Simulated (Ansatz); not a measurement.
# CH4FSi (SMILES C[SiH]F) at UB3LYP/6-31G(d) (spherical functions)

Aim: the electronic atomisation energy of CH4FSi at UB3LYP/6-31G* (spherical functions), from 5 runs. 

The calculation is run with Ansatz 0.2.0.

45 further runs of the same task are left out: 45 set aside as unsound or not needed.

## 1. The system as given

The species is CH4FSi (7 atoms), meant as a doublet with charge 0. SMILES: `C[SiH]F`. Geometry: relaxed at PBE0-D4/def2-TZVP.

Bond lengths: C1–Si2 1.864 Å, Si2–F3 1.609 Å, C1–H4 1.091 Å, C1–H5 1.093 Å, C1–H6 1.094 Å, Si2–H7 1.494 Å. Angles: C1–Si2–F3 108.7°, C1–Si2–H7 111.7°, F3–Si2–H7 106.7°, Si2–C1–H4 111.5°, Si2–C1–H5 109.9°, Si2–C1–H6 110.0°, H4–C1–H5 108.4°, H4–C1–H6 108.5°, H5–C1–H6 108.5°.

## 2. The energy at UB3LYP/6-31G(d) (spherical functions)

run.yaml reads:

```yaml
crystal:
  periodic: [false, false, false]
  atoms:
    - {symbol: C, position_ang: [-0.653500, 0.389500, -0.298000]}
    - {symbol: Si, position_ang: [0.917400, -0.594100, -0.104100]}
    - {symbol: F, position_ang: [0.640700, -1.812800, 0.909600]}
    - {symbol: H, position_ang: [-1.444900, -0.207800, -0.754100]}
    - {symbol: H, position_ang: [-0.470200, 1.260900, -0.931700]}
    - {symbol: H, position_ang: [-1.000700, 0.738300, 0.679600]}
    - {symbol: H, position_ang: [2.011300, 0.226000, 0.498700]}
basis:
  gaussian:
    orbitals: 6-31G_st_-spherical.json
magnetization:
  spin_polarized: true
  initial_magnetization: 1
hamiltonian:
  xc: {name: B3LYP}
accuracy: high
output:
  orbitals: {seedname: orbitals}
```

The basis set 6-31G* is read from a file made from the Basis Set Exchange's data (not shown).

Command:

```sh
$ ansatz run run.yaml --threads 1 --pin off --max-ram 3480MiB --events-out events.jsonl --progress --plain --runs-dir runs
```

What it wrote:

```text
Warning: RAYON_NUM_THREADS=1 ignored (pool sized by the plan → 1); use --threads N
Functional definition: B3LYP
  name "B3LYP"
  parameter a0 = 0.2
  parameter ax = 0.72
  parameter ac = 0.81
  exchange = (1 - a0 - ax)*slater_x + ax*b88_x + a0*exact_x
  correlation = (1 - ac)*vwn_rpa_c + ac*lyp_c
1214 factors; integrals over basis functions are off by at most 3.7e-9 eV
mean field evaluation 1: about -11691.7152 eV, gradient 3.5e1 eV
mean field evaluation 2: about -11687.9003 eV, gradient 4.6e1 eV
mean field evaluation 4: about -11696.7542 eV, gradient 2.1e0 eV
mean field evaluation 8: about -11696.9034 eV, gradient 8.8e-2 eV
mean field evaluation 16: about -11696.9035 eV, gradient 2.3e-5 eV
mean field -11696.90346985 eV, -429.8532740710 hartree, gradient 2.0e-8 eV, S^2 0.750938; 0 other end points of the search recorded, 0 dependent functions left out
reference -11696.90350404 eV, -429.8532753277 hartree; 17, 16 occupied and 37, 38 virtual orbitals, 1214 factors
Total energy: -11696.90350404 eV, -429.8532753277 hartree
```

Run time: 6.3 s. Hardware: 1 thread of Arm Neoverse V2, shared host; peak memory 0.21 GiB.

## 3. The C atom, same level

run.yaml reads:

```yaml
basis:
  gaussian:
    orbitals: 6-31G_st_-spherical.json
crystal:
  periodic: [false, false, false]
  atoms:
    - {symbol: C, position_ang: [0.000000, 0.000000, 0.000000]}
hamiltonian:
  xc: {name: B3LYP}
magnetization:
  spin_polarized: true
  initial_magnetization: 2
accuracy: high
```

The basis set 6-31G* is read from a file made from the Basis Set Exchange's data (not shown).

Run the same way, it converges to -37.84469 Eh (log not shown).

## 4. The F atom, same level

input.yaml reads:

```yaml
crystal:
  periodic: [false, false, false]
  atoms:
    - symbol: F
      position_ang: [0.000000, 0.000000, 0.000000]
basis:
  gaussian:
    orbitals: 6-31G_st_-spherical.json
magnetization:
  spin_polarized: true
  initial_magnetization: 1
hamiltonian:
  xc: {name: B3LYP}
accuracy: high
```

The basis set 6-31G* is read from a file made from the Basis Set Exchange's data (not shown).

Command:

```sh
$ ansatz run input.yaml --threads 1 --pin off --max-ram 3480MiB --events-out events.jsonl --progress --plain --runs-dir runs
```

What it wrote:

```text
Warning: RAYON_NUM_THREADS=1 ignored (pool sized by the plan → 1); use --threads N
Functional definition: B3LYP
  name "B3LYP"
  parameter a0 = 0.2
  parameter ax = 0.72
  parameter ac = 0.81
  exchange = (1 - a0 - ax)*slater_x + ax*b88_x + a0*exact_x
  correlation = (1 - ac)*vwn_rpa_c + ac*lyp_c
93 factors; integrals over basis functions are off by at most 1.9e-9 eV
mean field evaluation 1: about -2713.3131 eV, gradient 4.3e0 eV
mean field evaluation 2: about -2713.3547 eV, gradient 2.5e0 eV
mean field evaluation 4: about -2713.3719 eV, gradient 1.3e-2 eV
mean field evaluation 8: about -2713.3719 eV, gradient 1.2e-4 eV
mean field -2713.37188650 eV, -99.7145776393 hartree, gradient 7.3e-9 eV, S^2 0.750949; 0 other end points of the search recorded, 0 dependent functions left out
reference -2713.37189463 eV, -99.7145779380 hartree; 5, 4 occupied and 9, 10 virtual orbitals, 93 factors
Total energy: -2713.37189463 eV, -99.7145779380 hartree
```

Run time: 0.3 s. Hardware: 1 thread of Arm Neoverse V2, shared host.

## 5. The H atom

molecule.yaml reads:

```yaml
crystal:
  periodic: [false, false, false]
  atoms:
    - {symbol: H, position_ang: [0.000000, 0.000000, 0.000000]}
basis:
  gaussian: {orbitals: "6-31G*"}
hamiltonian: {xc: {name: B3LYP}}
accuracy: high
magnetization: {spin_polarized: true, initial_magnetization: 1}
```

Run the same way, it converges to -0.50027 Eh (log not shown).

## 6. The Si atom, same level

job.yaml reads:

```yaml
crystal:
  periodic: [false, false, false]
  atoms:
    - symbol: Si
      position_ang: [0.000000, 0.000000, 0.000000]
basis:
  gaussian:
    orbitals: 6-31G_st_-spherical.json
magnetization:
  spin_polarized: true
  initial_magnetization: 2
hamiltonian:
  xc: {name: B3LYP}
accuracy: high
```

The basis set 6-31G* is read from a file made from the Basis Set Exchange's data (not shown).

Run the same way, it converges to -289.36979 Eh (log not shown).

## 7. Summary of results

At UB3LYP/6-31G* (spherical functions):

| quantity | value |
| --- | --- |
| molecule: total energy | -429.85328 Eh |
| molecule: HOMO energy (highest over α and β) | -5.58 eV |
| molecule: LUMO energy (lowest over α and β) | -2.40 eV |
| molecule: ⟨S²⟩ | 0.751 |
| C atom: total energy | -37.84469 Eh |
| C atom: ⟨S²⟩ | 2.002 |
| F atom: total energy | -99.71458 Eh |
| F atom: ⟨S²⟩ | 0.751 |
| H atom: total energy | -0.50027 Eh |
| H atom: ⟨S²⟩ | 0.750 |
| Si atom: total energy | -289.36979 Eh |
| Si atom: ⟨S²⟩ | 2.002 |
| electronic atomisation energy | 25.119 eV |

Taking the molecule apart into free atoms costs 25.12 eV (2424 kJ/mol), before zero-point energy and without spin-orbit coupling.
